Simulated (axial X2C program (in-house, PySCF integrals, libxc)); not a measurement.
# All-electron X2C curves of TeB, part 2 of 2

Computed with an in-house X2C program for linear molecules on PySCF integrals; all-electron X2C, Te dyall-cv3z, B dyall-v3z. Earlier steps stand in the parts before.

**9. PBE0, 2c**

State followed: Ω = 1/2 (excess of +ω over −ω: ω = 1/2). The scan is laid around 1.957 Å, a first estimate of the minimum, and this SCF restarts from the orbitals of the search.

The SCF at the reference distance of 1.957 Å:

```text
two-component X2C + atomic mean field  PBE0
basis functions 166  fitting functions 895  grid points 5077
iter        total energy     max residual
   1      -6815.363671077     9.47e-05
   2      -6815.363671097     3.90e-05
   3      -6815.363671106     1.03e-04
   4      -6815.363671122     4.57e-05
   5      -6815.363671123     6.15e-06
converged
one-electron -9486.21116788  Coulomb 2785.76047184  exact exchange -44.62360271  xc functional -136.54862403  nuclear repulsion 70.30458602  atomic mean-field constant -4.04533436
```

Along the bond, energies from the lowest point:

```
R (Å)  E (eV)  μ (D)  HOMO (eV)  LUMO (eV)  iterations
1.703  1.1568  -0.66      -7.54      -2.85          31
1.781  0.4801  -0.51      -7.56      -3.07          26
1.840  0.1891  -0.39      -7.44      -3.24          27
1.898  0.0396  -0.27      -7.32      -3.41          24
1.957  0.0000  -0.15      -7.21      -3.58           5
2.026  0.0584  -0.02      -7.10      -3.77          26
2.094  0.1979   0.11      -6.99      -3.96          23
2.182  0.4544   0.27      -6.87      -4.19          26
2.290  0.8277   0.44      -6.74      -4.44          27
2.446  1.3807   0.62      -6.58      -4.69          30
```

Dipoles are positive if B is the positive end.

Outer spinors at the reference distance:

```json
{"ω": "1/2", "occupied": "yes", "ε (eV)": "-18.11", "atomic character": "59% Te s, 21% B s, 14% B p", "λ mixture": "100% σ"}
{"ω": "-1/2", "occupied": "yes", "ε (eV)": "-17.88", "atomic character": "62% Te s, 18% B s, 15% B p", "λ mixture": "100% σ"}
{"ω": "1/2", "occupied": "yes", "ε (eV)": "-11.74", "atomic character": "39% Te p, 39% B s, 14% Te s", "λ mixture": "100% σ"}
{"ω": "-1/2", "occupied": "yes", "ε (eV)": "-10.78", "atomic character": "52% Te p, 27% B s, 14% Te s", "λ mixture": "99% σ, 1% π"}
{"ω": "1/2", "occupied": "yes", "ε (eV)": "-8.11", "atomic character": "48% B p, 34% Te p, 13% B s", "λ mixture": "82% σ, 18% π"}
{"ω": "-1/2", "occupied": "yes", "ε (eV)": "-7.70", "atomic character": "66% Te p, 29% B p, 3% B d", "λ mixture": "99% π, 1% σ"}
{"ω": "1/2", "occupied": "yes", "ε (eV)": "-7.54", "atomic character": "65% Te p, 28% B p, 3% B d", "λ mixture": "81% π, 19% σ"}
{"ω": "3/2", "occupied": "yes", "ε (eV)": "-7.32", "atomic character": "60% Te p, 35% B p, 3% B d", "λ mixture": "100% π"}
{"ω": "-3/2", "occupied": "yes", "ε (eV)": "-7.21", "atomic character": "70% Te p, 25% B p, 4% B d", "λ mixture": "100% π"}
{"ω": "-1/2", "occupied": "no", "ε (eV)": "-3.58", "atomic character": "47% B p, 31% B s, 14% Te p", "λ mixture": "99% σ, 1% π"}
{"ω": "-1/2", "occupied": "no", "ε (eV)": "-2.25", "atomic character": "60% B p, 24% Te p, 11% Te d", "λ mixture": "100% π"}
{"ω": "3/2", "occupied": "no", "ε (eV)": "-2.15", "atomic character": "54% B p, 30% Te p, 11% Te d", "λ mixture": "100% π"}
{"ω": "1/2", "occupied": "no", "ε (eV)": "-1.51", "atomic character": "66% B p, 17% Te p, 13% Te d", "λ mixture": "100% π"}
```

PBE0 fields in the half plane through the axis: z from -2.4 to 4.2 Å across, distance from the axis 0.15 to 2.25 Å upwards; Te lies at z = 0 and B at z = 1.957 Å; the ELF is damped to zero where the density is low.

log10 density (e/bohr³). Ten even steps from '0' (-4.66 ) to '9' (1.83 ):
```
00112222222222221111000
01122333333333222221100
11223334444333333222110
12233444444444443332211
12334455555444444433221
22344556665555554443321
22344567776555555544322
23345568986555775544322
```

ELF. Ten even steps from ' ' (0.00 ) to '@' (0.98 ):
```
        ..::--======--::::..                  
      ..--==++******++==--::::........        
    ..--++**########**++++==----======::..    
    ::==**##%%%%######******++++**####**==..  
  ..--**######++++++****####**##%%@@@@@@##==  
  ::==**##**==::::::--**##%%**##@@@@@@@@@@##::
  ::++####==::**##**::==%%##    %%@@@@@@@@%%--
  ::++##**--==++##++==--%%::@@@@--@@@@@@@@@@==
```

Re = 1.953 Å, ωe = 814 cm⁻¹, ωexe = 4.46 cm⁻¹, Be = 0.4356 cm⁻¹, De = 3.80 eV, μ = -0.16 D.

**10. HF, 2c**

The SCF at the reference distance of 1.957 Å:

```text
two-component X2C + atomic mean field  HF
basis functions 166  fitting functions 895  grid points 5077
iter        total energy     max residual
   1      -6812.685855211     3.98e-01
   2      -6812.708617563     9.79e-03
   3      -6812.710039172     3.05e-02
   4      -6812.710710039     9.16e-03
   5      -6812.711106162     7.55e-03
   6      -6812.711610371     1.62e-02
   7      -6812.712120741     1.56e-02
   8      -6812.712439003     7.11e-03
   9      -6812.712571077     1.36e-03
  10      -6812.712581814     1.15e-03
  11      -6812.712586080     2.45e-04
  12      -6812.712587850     3.65e-04
  13      -6812.712589191     3.97e-04
  14      -6812.712589755     1.53e-04
  15      -6812.712589942     3.75e-05
  16      -6812.712589992     5.27e-05
  17      -6812.712590010     2.38e-05
  18      -6812.712590019     1.15e-05
  19      -6812.712590023     1.47e-05
  20      -6812.712590025     8.98e-06
  21      -6812.712590026     1.73e-06
converged
one-electron -9485.10237689  Coulomb 2784.71462765  exact exchange -178.58409244  xc functional 0.00000000  nuclear repulsion 70.30458602  atomic mean-field constant -4.04533436
```

No constants are quoted: the solution changes its character somewhere along the scan, so the fit is set aside.

**11. PBE, 2c**

The SCF at the reference distance of 1.957 Å:

```text
two-component X2C + atomic mean field  PBE
basis functions 166  fitting functions 895  grid points 5077
iter        total energy     max residual
   1      -6815.283202639     1.36e-01
   2      -6815.283800280     2.01e-02
   3      -6815.285658305     3.84e-02
   4      -6815.286162874     1.19e-02
   5      -6815.286228876     4.15e-03
   6      -6815.286245870     3.29e-03
   7      -6815.286249001     1.37e-04
   8      -6815.286249195     3.55e-04
   9      -6815.286249296     2.53e-05
  10      -6815.286249306     2.72e-05
  11      -6815.286249307     2.77e-06
converged
one-electron -9485.98319026  Coulomb 2785.51274532  exact exchange 0.00000000  xc functional -181.07505602  nuclear repulsion 70.30458602  atomic mean-field constant -4.04533436
```

Re = 1.969 Å, ωe = 783 cm⁻¹, ωexe = 4.3 cm⁻¹, Be = 0.4284 cm⁻¹, De = 4.11 eV, μ = -0.38 D.

**12. MP2 and beyond, 2c**

Correlated methods: 9 electrons correlated (frozen shells, counted by type: Te 4 s, 3 p, 2 d; B 1 s), 225 virtual spinors in MP2, 90 natural virtuals in coupled cluster.

Output of the correlated part at 1.957 Å:

```text
correlated 9  virtual 225  natural virtual 90  E(MP2) -0.188918511  MP2 remainder -0.004833885
iter   CCSD correlation   residual
   1     -0.193764777   1.35e-01
   2     -0.201508881   7.06e-02
   3     -0.205609951   4.25e-02
   4     -0.207278964   2.45e-02
   5     -0.208171243   1.16e-02
   6     -0.208364652   4.76e-03
   7     -0.208423997   1.72e-03
   8     -0.208421831   7.23e-04
   9     -0.208415650   3.46e-04
  10     -0.208415679   1.58e-04
  11     -0.208414101   6.91e-05
  12     -0.208414674   3.26e-05
  13     -0.208414244   1.99e-05
  14     -0.208414395   1.33e-05
  15     -0.208414523   7.53e-06
  16     -0.208414710   3.97e-06
  17     -0.208414825   1.90e-06
  18     -0.208414885   9.36e-07
  19     -0.208414910   4.53e-07
  20     -0.208414920   2.33e-07
(T) -0.014087201  T1 0.0758  D1 0.1379  max T2 0.084
```

MP2: No constants are quoted: the reference changes its character somewhere along the scan, so the fit is set aside.

CCSD: No constants are quoted: the reference changes its character somewhere along the scan, so the fit is set aside.

CCSD(T): No constants are quoted: the reference changes its character somewhere along the scan, so the fit is set aside.

**13. A higher determinant, 2c**

State: Ω = 3/2 (excess of +ω over −ω: ω = 3/2).

Output at the reference distance:

```text
two-component X2C + atomic mean field  PBE0
basis functions 166  fitting functions 895  grid points 5077
iter        total energy     max residual
   1      -6815.306761077     9.24e-05
   2      -6815.306761093     5.82e-05
   3      -6815.306761098     1.09e-05
converged
one-electron -9484.57493624  Coulomb 2784.18777076  exact exchange -44.62781219  xc functional -136.55103509  nuclear repulsion 70.30458602  atomic mean-field constant -4.04533436
```

```
R (Å)  E above the lowest PBE0 point (eV)
1.703                               3.982
1.781                               2.896
1.840                               2.307
1.898                               1.867
1.957                               1.549
2.026                               1.297
2.094                               1.147
2.182                               1.066
2.290                               1.090
```

No constants are quoted: too few points lie around the minimum for a second fit to confirm the first.

**14. The 2c curves together**

Energy (eV) of the followed determinant, 2c, from each level's lowest point:

```
R (Å)   PBE0  HF (jumps)  MP2 (its reference jumps)  CCSD (its reference jumps)  CCSD(T) (its reference jumps)    PBE
1.703  1.157       1.228                      1.160                         n/a                            n/a  1.248
1.781  0.480       0.515                      0.470                       0.528                          0.559  0.546
1.840  0.189       0.206                      0.178                       0.217                          0.237  0.234
1.898  0.040       0.045                      0.032                       0.051                          0.061  0.062
1.957  0.000       0.000                      0.000                       0.000                          0.000  0.000
2.026  0.058       0.058                      0.075                       0.047                          0.037  0.032
2.094  0.198       0.199                      0.243                       0.176                          0.157  0.146
2.182  0.454       0.457                      0.553                       0.417                          0.393  0.372
2.290  0.828       0.740                      1.091                         n/a                            n/a  0.717
2.446  1.381       1.081                      1.601                         n/a                            n/a  1.252
```

Time for the job: 2.5 min (1 thread of Arm Neoverse V1, shared host); peak memory 0.58 GiB.

**15. What came out**

The summary covers parts 1 to 2.

Lowest determinant that the search found at its distance, spin-free: M_S = 1/2, Λ = 0 (beyond closed shells: σα).

Lowest determinant that the search found at its distance, 2c: Ω = 1/2 (excess of +ω over −ω: ω = 1/2).

| Hamiltonian | level | Re (Å) | ωe (cm⁻¹) | De (eV) | μ (D) |
| --- | --- | --- | --- | --- | --- |
| spin-free | PBE0 | 1.949 | 825 | 4.05 | -0.12 |
| spin-free | PBE | 1.966 | 793 | 4.36 | -0.34 |
| 2c | PBE0 | 1.953 | 814 | 3.80 | -0.16 |
| 2c | PBE | 1.969 | 783 | 4.11 | -0.38 |

Dipoles are positive if B is the positive end. No constants: spin-free HF (the solution changes its character somewhere along the scan, so the fit is set aside); spin-free MP2 (the reference changes its character somewhere along the scan, so the fit is set aside); spin-free CCSD (the reference changes its character somewhere along the scan, so the fit is set aside); spin-free CCSD(T) (the reference changes its character somewhere along the scan, so the fit is set aside); 2c HF (the solution changes its character somewhere along the scan, so the fit is set aside); 2c MP2 (the reference changes its character somewhere along the scan, so the fit is set aside); 2c CCSD (the reference changes its character somewhere along the scan, so the fit is set aside); 2c CCSD(T) (the reference changes its character somewhere along the scan, so the fit is set aside).

Time per point (s) on 1 thread of Arm Neoverse V1, shared host (2c runs); the times are rough: PBE0 1.2, PBE 0.56.

In words: At PBE0, going from spin-free to two-component changes Re by +4 mÅ, ωe by -1.3 %; the spin-free picture holds up (part of it comes from the scalar share of the two-electron terms). It costs about 1.5 times the time. De moves by -0.25 eV; both De rest on single-determinant atoms, which can miss part of an open shell's spin–orbit lowering.

De refers to Te + B, each in the lowest determinant found, which need not be this curve's own limit. Each curve is one determinant whose occupation by symmetry is held fixed; it was picked as the lowest of a PBE0 search that is not exhaustive. De is counted from the lowest determinant-based energies of the atoms at the same level, without counterpoise correction. Density functionals use the spin component along the axis (collinear).
